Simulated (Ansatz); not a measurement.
Geometry optimisation, Ansatz, DFT PBE-D3(BJ), scalar-relativistic, plane waves, PAW.

The input (input.yaml):

```yaml
crystal:
  lattice:
    - [10.86, 0.0, 0.0]
    - [0.0, 10.86, 0.0]
    - [0.0, 0.0, 10.86]
  atoms:
    - { symbol: Si, position: [0.4969731, 0.0020654, 0.0031615] }
    - { symbol: Si, position: [0.6229524, 0.1241832, 0.1248212] }
    - { symbol: Si, position: [0.7563396, 0.2500866, 0.0011905] }
    - { symbol: Si, position: [0.8685612, 0.3782599, 0.1217834] }
    - { symbol: Si, position: [0.7510223, 0.0017796, 0.2485281] }
    - { symbol: Si, position: [0.8735516, 0.1167494, 0.372474] }
    - { symbol: Si, position: [-0.0029723, -0.006206, -0.001038] }
    - { symbol: Si, position: [0.1257792, 0.1257064, 0.1223358] }
    - { symbol: Si, position: [0.2525251, 0.2467454, -0.0037565] }
    - { symbol: Si, position: [0.3705538, 0.3774301, 0.1237911] }
    - { symbol: Si, position: [0.5062837, 0.5049175, 0.0027409] }
    - { symbol: Si, position: [0.6281277, 0.6216945, 0.1229527] }
    - { symbol: Si, position: [0.7501907, 0.7520351, -0.0046561] }
    - { symbol: Si, position: [0.8711775, 0.8808004, 0.1255962] }
    - { symbol: Si, position: [0.2509602, 0.0036652, 0.2483959] }
    - { symbol: Si, position: [0.3713303, 0.1256831, 0.379599] }
    - { symbol: Si, position: [0.5026405, 0.2493449, 0.2483618] }
    - { symbol: Si, position: [0.6208388, 0.3777237, 0.3739667] }
    - { symbol: Si, position: [0.7460387, 0.4998816, 0.252724] }
    - { symbol: Si, position: [0.8727464, 0.624473, 0.3734407] }
    - { symbol: Si, position: [0.4968519, -0.0010836, 0.4972142] }
    - { symbol: Si, position: [0.6252607, 0.1250777, 0.6294812] }
    - { symbol: Si, position: [0.7496149, 0.250199, 0.5000613] }
    - { symbol: Si, position: [0.8758269, 0.3689851, 0.6271774] }
    - { symbol: Si, position: [0.745026, -0.0032005, 0.7552974] }
    - { symbol: Si, position: [0.8740531, 0.1275988, 0.8833867] }
    - { symbol: Si, position: [0.0022769, 0.4960585, 0.0062365] }
    - { symbol: Si, position: [0.1217531, 0.6243414, 0.1240129] }
    - { symbol: Si, position: [0.2499622, 0.7525281, 3.33e-05] }
    - { symbol: Si, position: [0.3741385, 0.868161, 0.12354] }
    - { symbol: Si, position: [6.59e-05, 0.2555289, 0.2461072] }
    - { symbol: Si, position: [0.1262831, 0.3793021, 0.3793931] }
    - { symbol: Si, position: [0.2489991, 0.4989372, 0.2502598] }
    - { symbol: Si, position: [0.3745005, 0.6273014, 0.3759996] }
    - { symbol: Si, position: [0.4990041, 0.752596, 0.2466027] }
    - { symbol: Si, position: [0.621148, 0.8786049, 0.3774075] }
    - { symbol: Si, position: [0.0006766, 0.002375, 0.5020089] }
    - { symbol: Si, position: [0.1275983, 0.1242375, 0.6218417] }
    - { symbol: Si, position: [0.2474654, 0.2494809, 0.5032577] }
    - { symbol: Si, position: [0.3768184, 0.3740897, 0.6301032] }
    - { symbol: Si, position: [0.5032986, 0.5003264, 0.4973715] }
    - { symbol: P, position: [0.7466766, 0.7457227, 0.5019701], spin: 1.0 }
    - { symbol: Si, position: [0.8761811, 0.8739153, 0.6228666] }
    - { symbol: Si, position: [0.2481672, -0.0028026, 0.7479288] }
    - { symbol: Si, position: [0.376617, 0.1292696, 0.8753865] }
    - { symbol: Si, position: [0.4980236, 0.2524195, 0.754476] }
    - { symbol: Si, position: [0.6286518, 0.3780434, 0.8749651] }
    - { symbol: Si, position: [0.7499345, 0.4977609, 0.7517663] }
    - { symbol: Si, position: [0.8747421, 0.6205376, 0.8754901] }
    - { symbol: Si, position: [0.0027835, 0.7519503, 0.2484443] }
    - { symbol: Si, position: [0.1267423, 0.8728078, 0.375683] }
    - { symbol: Si, position: [0.0020317, 0.4991503, 0.5007016] }
    - { symbol: Si, position: [0.1256255, 0.6264024, 0.6219586] }
    - { symbol: Si, position: [0.2474386, 0.7462454, 0.5006631] }
    - { symbol: Si, position: [0.3724715, 0.8767001, 0.6287894] }
    - { symbol: Si, position: [-0.0001292, 0.2517697, 0.7487841] }
    - { symbol: Si, position: [0.1289693, 0.3705716, 0.8771159] }
    - { symbol: Si, position: [0.2512889, 0.5038096, 0.7532632] }
    - { symbol: Si, position: [0.3734797, 0.6288934, 0.8760283] }
    - { symbol: Si, position: [0.4974785, 0.7522613, 0.7469918] }
    - { symbol: Si, position: [0.6237403, 0.8707585, 0.8785207] }
    - { symbol: Si, position: [-0.0017159, 0.7521594, 0.7467622] }
    - { symbol: Si, position: [0.1246737, 0.8812157, 0.8677205] }
magnetization:
  spin_polarized: true
basis:
  ecutwfc: 420.0
kpoints:
  mp_grid: { grid: [1, 1, 1] }
hamiltonian:
  xc: pbe
  dispersion: d3bj
  pseudopotentials: { kind: paw, azcp: { folder: soft_1 } }
scf:
  occupations: { method: fermi_dirac, width: 0.02 }
  lower_state_search: "off"
relax:
  f_tol: 0.03
  max_steps: 60
  adjacent_minimum: "off"
```

Run as:

```bash
$ ansatz run input.yaml --threads 4 --pin off --max-ram 10240MiB --backend cpu --events-out ev --progress --plain --runs-dir out
```

Task: Where does it end, and by what steps?

Result: The forces met the threshold. The force dipped under the threshold on the way, but the program's further checks kept it going. Limits of this set-up: coarse k mesh, a typed lattice constant that wasn't relaxed here. After 11 steps the energy has fallen by 1.715 eV; Si48 moved furthest, 0.39 Å.

```tsv
step	energy less start (eV)	largest force component (eV/Å)	accepted
0	0.0000	1.599	yes
1	-1.4913	0.539	yes
2	-1.6621	0.163	yes
3	-1.6229	0.456	no
4	-1.6878	0.071	yes
5	-1.6949	0.106	yes
6	-1.6925	0.145	no
7	-1.7084	0.055	yes
8	-1.7114	0.063	yes
9	-1.7136	0.055	yes
10	-1.7146	0.011	yes
11	-1.7146	0.011	yes
```

```xyz
63
Lattice="10.8600 0.0000 0.0000 0.0000 10.8600 0.0000 0.0000 0.0000 10.8600" Properties=species:S:1:pos:R:3
Si 5.432 -0.017 0.031
Si 6.783 1.397 1.364
Si 8.142 2.737 -0.014
Si 9.489 4.105 1.362
Si 8.168 0.009 2.669
Si 9.537 1.340 4.037
Si 0.005 0.002 -0.018
Si 1.357 1.362 1.356
Si 2.702 2.721 0.011
Si 4.064 4.081 1.384
Si 5.418 5.418 0.011
Si 6.784 6.786 1.352
Si 8.131 8.130 -0.035
Si 9.510 9.495 1.315
Si 2.731 0.002 2.708
Si 4.087 1.348 4.086
Si 5.426 2.746 2.758
Si 6.809 4.106 4.139
Si 8.134 5.467 2.748
Si 9.477 6.876 4.096
Si 5.466 -0.021 5.436
Si 6.786 1.364 6.787
Si 8.172 2.677 5.402
Si 9.435 4.106 6.764
Si 8.137 -0.021 8.107
Si 9.487 1.349 9.487
Si -0.064 5.452 -0.046
Si 1.350 6.800 1.363
Si 2.707 8.145 0.007
Si 4.094 9.474 1.391
Si 0.008 2.738 2.705
Si 1.351 4.105 4.084
Si 2.759 5.452 2.777
Si 4.217 6.758 4.228
Si 5.474 8.122 2.775
Si 6.879 9.510 4.076
Si 0.045 0.010 5.405
Si 1.351 1.399 6.789
Si 2.729 2.739 5.432
Si 4.102 4.068 6.833
Si 5.656 5.448 5.728
P 8.126 8.157 5.448
Si 9.498 9.511 6.694
Si 2.681 -0.016 8.142
Si 4.033 1.302 9.541
Si 5.387 2.646 8.187
Si 6.741 4.066 9.473
Si 7.846 5.445 7.918
Si 9.345 6.758 9.356
Si 0.001 8.166 2.712
Si 1.398 9.494 4.062
Si -0.034 5.467 5.439
Si 1.361 6.787 6.788
Si 2.748 8.130 5.442
Si 4.089 9.501 6.797
Si -0.045 2.746 8.148
Si 1.329 4.081 9.509
Si 2.701 5.419 8.155
Si 4.057 6.771 9.515
Si 5.397 8.126 8.174
Si 6.776 9.499 9.482
Si -0.061 8.121 8.099
Si 1.322 9.473 9.480
```

Whether the end is a true minimum wasn't checked by a vibrational analysis.

Time of the run: 2.1 min on 4 threads of AMD EPYC 7B13 (Zen 3), with other jobs on the host, peak memory 1.7 GiB.
